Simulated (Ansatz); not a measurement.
# Zr2OF2: the cost of one run

Program: Ansatz 0.2.0. Level of theory: DFT PBE, scalar-relativistic, plane waves, PAW, unless a step names another level. These are calculated values, not measurements.

### 1 Starting point

Symmetry: P3m1, No. 156, trigonal system. The conventional cell has a = 3.475 Å, b = 3.475 Å, c = 7.576 Å, α = 90.00°, β = 90.00°, γ = 120.00°. Zr (site symmetry 3m) is surrounded by 3 O at 2.05 Å and 3 F at 2.33 Å. Around Zr (site symmetry 3m) lie 1 O at 2.11 Å and 3 F at 2.40 Å. Around O (site symmetry 3m) lie 4 Zr at 2.05 to 2.11 Å. Around F (site symmetry 3m) lie 3 Zr at 2.33 Å. Around F (site symmetry 3m) lie 3 Zr at 2.40 Å.

Structure file:

```cif
data_structure
_symmetry_space_group_name_H-M 'P 1'
_symmetry_Int_Tables_number 1
_cell_length_a 3.4754
_cell_length_b 3.4754
_cell_length_c 7.5761
_cell_angle_alpha 90.000
_cell_angle_beta 90.000
_cell_angle_gamma 120.000
_cell_volume 79.25
loop_
_atom_site_label
_atom_site_type_symbol
_atom_site_fract_x
_atom_site_fract_y
_atom_site_fract_z
_atom_site_occupancy
Zr1 Zr 0.00000 0.00000 0.17502 1
Zr2 Zr 0.33333 0.66667 0.50733 1
O1 O 0.33333 0.66667 0.22921 1
F1 F 0.66667 0.33333 0.01822 1
F2 F 0.00000 0.00000 0.68023 1
```

It came out lowest among 26 distinct ends of the trial cells. At a tolerance of 0.05 Å it has space group P3m1 (No. 156).

### 2 A stricter relaxation, on the response runs' mesh and smearing

input.yaml reads:

```yaml
crystal:
  lattice:
    - [3.4754456226, 0.0, 0.0]
    - [-1.7377228113, 3.0098241987, 0.0]
    - [0.0, 0.0, 7.5761014455]
  atoms:
    - { symbol: Zr, position: [0.0, 0.0, 0.1750178163] }
    - { symbol: Zr, position: [0.3333333333, 0.6666666667, 0.507328474] }
    - { symbol: O, position: [0.3333333333, 0.6666666667, 0.2292075821] }
    - { symbol: F, position: [0.6666666667, 0.3333333333, 0.0182158292] }
    - { symbol: F, position: [0.0, 0.0, 0.6802302983] }
basis:
  ecutwfc: 420
kpoints:
  mp_grid: { grid: [12, 12, 4] }
hamiltonian:
  xc: pbe
scf:
  occupations: { method: gaussian, width: 0.1 }
output:
  forces: true
  stress: true
  eigenvalues: true
relax:
  adjacent_minimum: "off"
  f_tol: 0.001
  max_steps: 60
  cell: { stress_tol: 0.01 }
```

On the command line:

```
ansatz run input.yaml --threads 3 --pin off --max-ram 7680MiB --backend cpu --events-out ev --progress --plain --runs-dir out
```

Q: Estimate wall time and peak memory on 3 threads of Intel Xeon Platinum 8259CL at 2.50GHz (Skylake/Cascade Lake), shared host.

About 45 s, with a peak of 0.51 GiB.
